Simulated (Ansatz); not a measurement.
# One shape, several levels: doublet [SiCNClF2]+

Wanted: a comparison of 5 runs (UHF/STO-3G, UHF/3-21G, U-revPBE/cc-pVDZ, UB2PLYP/cc-pVDZ, UB3LYP/6-31G*) of doublet [SiCNClF2]+. 

The results are computed with Ansatz 0.2.0.

134 further runs of the same task are left out: 4 that didn't finish, 130 set aside as unsound or not needed. Runs told in other sessions of the task aren't counted.

## (1) Starting point

[SiCNClF2]+ has 6 atoms, charge +1, and is taken as a doublet. SMILES of the parent species: `N#C[Si](F)(F)Cl`. Geometry: relaxed at PBE0-D4/def2-TZVP. That shape belongs to the parent species and isn't relaxed for this state.

Bond lengths: N1–C2 1.150 Å, C2–Si3 1.827 Å, Si3–F4 1.567 Å, Si3–F5 1.567 Å, Si3–Cl6 1.998 Å. Angles: N1–C2–Si3 179.1°, C2–Si3–F4 108.2°, C2–Si3–F5 108.2°, C2–Si3–Cl6 110.3°, F4–Si3–F5 108.8°, F4–Si3–Cl6 110.6°, F5–Si3–Cl6 110.6°.

## (2) The energy at UHF/STO-3G (run 1)

molecule.yaml

```yaml
crystal:
  periodic: [false, false, false]
  atoms:
    - {symbol: "N", position_ang: [1.925400, -1.092200, 1.077400]}
    - {symbol: C, position_ang: [1.030100, -0.609300, 0.540000]}
    - {symbol: Si, position_ang: [-0.394400, 0.176700, -0.290300]}
    - {symbol: F, position_ang: [-1.487900, -0.920300, -0.527700]}
    - {symbol: F, position_ang: [0.087600, 0.719200, -1.679000]}
    - {symbol: Cl, position_ang: [-1.118900, 1.661900, 0.833400]}
basis:
  gaussian:
    orbitals: STO-3G
magnetization:
  spin_polarized: true
  initial_magnetization: 1
total_charge: 1
accuracy: high
hamiltonian:
  xc: hf
output:
  orbitals: {seedname: orbitals}
```

Started as:

```console
$ ansatz run molecule.yaml --threads 1 --pin off --max-ram 3480MiB --events-out events.jsonl --progress --plain --runs-dir runs
```

Log:

```text
Warning: RAYON_NUM_THREADS=1 ignored (pool sized by the plan → 1); use --threads N
Functional definition: HF
  name "HF"
  exchange = exact_x
  correlation = 0
781 factors; integrals over basis functions are off by at most 2.3e-8 eV
mean field evaluation 1: about -27942.2243 eV, gradient 2.7e1 eV
mean field evaluation 2: about -27942.2854 eV, gradient 2.7e1 eV
mean field evaluation 4: about -27948.5156 eV, gradient 2.9e0 eV
mean field evaluation 8: about -27948.6259 eV, gradient 2.9e-1 eV
mean field evaluation 16: about -27949.3179 eV, gradient 1.1e-3 eV
mean field evaluation 32: about -27948.6790 eV, gradient 3.1e0 eV
mean field evaluation 64: about -27948.8686 eV, gradient 6.1e-1 eV
mean field evaluation 96: about -27948.4711 eV, gradient 2.6e0 eV
mean field evaluation 128: about -27941.3161 eV, gradient 1.7e1 eV
mean field -27949.31051825 eV, -1027.1182168226 hartree, gradient 1.4e-8 eV, S^2 1.129248; 4 other end points of the search recorded, 0 dependent functions left out
reference -27949.31051825 eV, -1027.1182168226 hartree; 31, 30 occupied and 7, 8 virtual orbitals, 781 factors
Total energy: -27949.31051825 eV, -1027.1182168226 hartree
```

Wall time 3.6 s (1 thread of Arm Neoverse V1, shared host); peak memory 0.13 GiB.

## (3) A single-point energy at UHF/3-21G (run 2)

input.yaml

```yaml
crystal:
  periodic: [false, false, false]
  atoms:
    - {symbol: N, position_ang: [1.925400, -1.092200, 1.077400]}
    - {symbol: C, position_ang: [1.030100, -0.609300, 0.540000]}
    - {symbol: Si, position_ang: [-0.394400, 0.176700, -0.290300]}
    - {symbol: F, position_ang: [-1.487900, -0.920300, -0.527700]}
    - {symbol: F, position_ang: [0.087600, 0.719200, -1.679000]}
    - {symbol: Cl, position_ang: [-1.118900, 1.661900, 0.833400]}
basis:
  gaussian:
    orbitals: 3-21G.json
output: {orbitals: {seedname: orbitals}}
hamiltonian:
  xc: hf
total_charge: 1
accuracy: high
magnetization:
  spin_polarized: true
  initial_magnetization: 1
```

The basis set 3-21G is read from a file made from the Basis Set Exchange's data (not shown).

Started as:

```console
$ ansatz run input.yaml --threads 1 --pin off --max-ram 3480MiB --events-out events.jsonl --progress --plain --runs-dir runs
```

Log (excerpt; [...] marks lines left out):

```text
Warning: RAYON_NUM_THREADS=1 ignored (pool sized by the plan → 1); use --threads N
[... 2 set-up lines as earlier in the session ...]
[...]
1370 factors; integrals over basis functions are off by at most 5.9e-9 eV
[...]
mean field -28136.71487269 eV, -1034.0051998212 hartree, gradient 7.8e-8 eV, S^2 1.193104; 5 other end points of the search recorded, 0 dependent functions left out
reference -28136.71487269 eV, -1034.0051998212 hartree; 31, 30 occupied and 31, 32 virtual orbitals, 1370 factors
Total energy: -28136.71487269 eV, -1034.0051998212 hartree
```

Wall time 12 s (1 thread of Arm Neoverse V1, shared host); peak memory 0.21 GiB.

Run 3 isn't shown in full; the table further down has it.

## (4) A single-point energy at UB2PLYP/cc-pVDZ (run 4)

in.yaml

```yaml
crystal:
  periodic: [false, false, false]
  atoms:
    - {symbol: N, position_ang: [1.925400, -1.092200, 1.077400]}
    - {symbol: C, position_ang: [1.030100, -0.609300, 0.540000]}
    - {symbol: Si, position_ang: [-0.394400, 0.176700, -0.290300]}
    - {symbol: F, position_ang: [-1.487900, -0.920300, -0.527700]}
    - {symbol: F, position_ang: [0.087600, 0.719200, -1.679000]}
    - {symbol: Cl, position_ang: [-1.118900, 1.661900, 0.833400]}
basis:
  gaussian: {orbitals: cc-pVDZ}
total_charge: 1
hamiltonian: {xc: {name: B2PLYP}}
output: {orbitals: {seedname: orbitals}}
correlation: {frozen_orbitals: {C: 1, Cl: 5, F: 1, "N": 1, Si: 5}}
magnetization: {spin_polarized: true, initial_magnetization: 1}
accuracy: high
```

Started as:

```console
$ ansatz run in.yaml --threads 1 --pin off --max-ram 3480MiB --events-out events.jsonl --progress --plain --runs-dir runs
```

Log (excerpt; [...] marks lines left out):

```text
Warning: RAYON_NUM_THREADS=1 ignored (pool sized by the plan → 1); use --threads N
Functional definition: B2PLYP
  name "B2PLYP"
[...]
1988 factors; integrals over basis functions are off by at most 3.1e-9 eV
[...]
mean field -28331.24656550 eV, -1041.1541076733 hartree, gradient 8.4e-8 eV, S^2 0.780263; 8 other end points of the search recorded, 0 dependent functions left out
14 core orbitals not correlated: weight in the atoms' cores, before any rotation towards them, 1.000 or more for the frozen orbitals, at most 0.000 for the correlated occupied ones
reference -28331.24658848 eV, -1041.1541085180 hartree; 17, 16 occupied and 61, 62 virtual orbitals, 1988 factors
second order -28.26500316 eV of doubles, -0.00000000 eV of singles
Total energy: -28338.87813933 eV, -1041.4345628390 hartree
```

Run time: 72 s. Hardware: 1 thread of Arm Neoverse V1, shared host; peak memory 0.73 GiB.

## (5) A single-point energy at UB3LYP/6-31G(d) (Cartesian functions) (run 5)

input.yaml

```yaml
crystal:
  periodic: [false, false, false]
  atoms:
    - {symbol: "N", position_ang: [1.925400, -1.092200, 1.077400]}
    - {symbol: C, position_ang: [1.030100, -0.609300, 0.540000]}
    - {symbol: Si, position_ang: [-0.394400, 0.176700, -0.290300]}
    - {symbol: F, position_ang: [-1.487900, -0.920300, -0.527700]}
    - {symbol: F, position_ang: [0.087600, 0.719200, -1.679000]}
    - {symbol: Cl, position_ang: [-1.118900, 1.661900, 0.833400]}
basis:
  gaussian:
    orbitals: "6-31G*"
total_charge: 1
magnetization:
  spin_polarized: true
  initial_magnetization: 1
hamiltonian:
  xc: {name: B3LYP}
accuracy: high
output: {orbitals: {seedname: orbitals}}
```

Started as:

```console
$ ansatz run input.yaml --threads 1 --pin off --max-ram 3480MiB --events-out events.jsonl --progress --plain --runs-dir runs
```

Log:

```text
Warning: RAYON_NUM_THREADS=1 ignored (pool sized by the plan → 1); use --threads N
Functional definition: B3LYP
  name "B3LYP"
  parameter a0 = 0.2
  parameter ax = 0.72
  parameter ac = 0.81
  exchange = (1 - a0 - ax)*slater_x + ax*b88_x + a0*exact_x
  correlation = (1 - ac)*vwn_rpa_c + ac*lyp_c
1981 factors; integrals over basis functions are off by at most 3.2e-9 eV
mean field evaluation 1: about -28339.8625 eV, gradient 5.7e1 eV
mean field evaluation 2: about -28291.9067 eV, gradient 1.2e2 eV
mean field evaluation 4: about -28347.0583 eV, gradient 2.8e1 eV
mean field evaluation 8: about -28352.1457 eV, gradient 9.0e-1 eV
mean field evaluation 16: about -28352.3361 eV, gradient 2.7e-1 eV
mean field evaluation 32: about -28352.3384 eV, gradient 6.9e-4 eV
mean field evaluation 64: about -28352.2564 eV, gradient 2.4e0 eV
mean field -28352.33843717 eV, -1041.9292196609 hartree, gradient 7.3e-8 eV, S^2 0.758851; 7 other end points of the search recorded, 0 dependent functions left out
reference -28352.33847482 eV, -1041.9292210443 hartree; 31, 30 occupied and 67, 68 virtual orbitals, 1981 factors
Total energy: -28352.33847482 eV, -1041.9292210443 hartree
```

It took 48 s on 1 thread of Arm Neoverse V1, shared host; peak memory 0.51 GiB.

## (6) The series

```tsv
run	level	frozen core orbitals	Cartesian functions	energy (Eh)	HOMO energy (eV)	LUMO energy (eV)	⟨S²⟩	wall time
1	UHF/STO-3G	–	no	-1027.118217	-16.53	-8.04	1.129	3.6 s
2	UHF/3-21G	–	no	-1034.005200	-18.75	-9.78	1.193	12 s
3	U-revPBE/cc-pVDZ	–	no	-1041.705998	-15.42	-15.41	0.755	53 s
4	UB2PLYP/cc-pVDZ	14	no	-1041.434563	-17.19	-13.88	0.780	72 s
5	UB3LYP/6-31G* (Cartesian functions)	–	yes	-1041.929221	-16.70	-15.14	0.759	48 s
```

## (7) What came out

```
                                 quantity           value
                      run 5: total energy  -1041.92922 Eh
run 5: HOMO energy (highest over α and β)       -16.70 eV
 run 5: LUMO energy (lowest over α and β)       -15.14 eV
                              run 5: ⟨S²⟩           0.759
```

In words: Totals of different functionals can't be ranked against each other. In run 1 the basis is minimal, so the values are rough. Spin contamination of the reference: run 2 ⟨S²⟩ = 1.19, run 1 ⟨S²⟩ = 1.13. All runs together took 3.1 min, the longest 72 s.
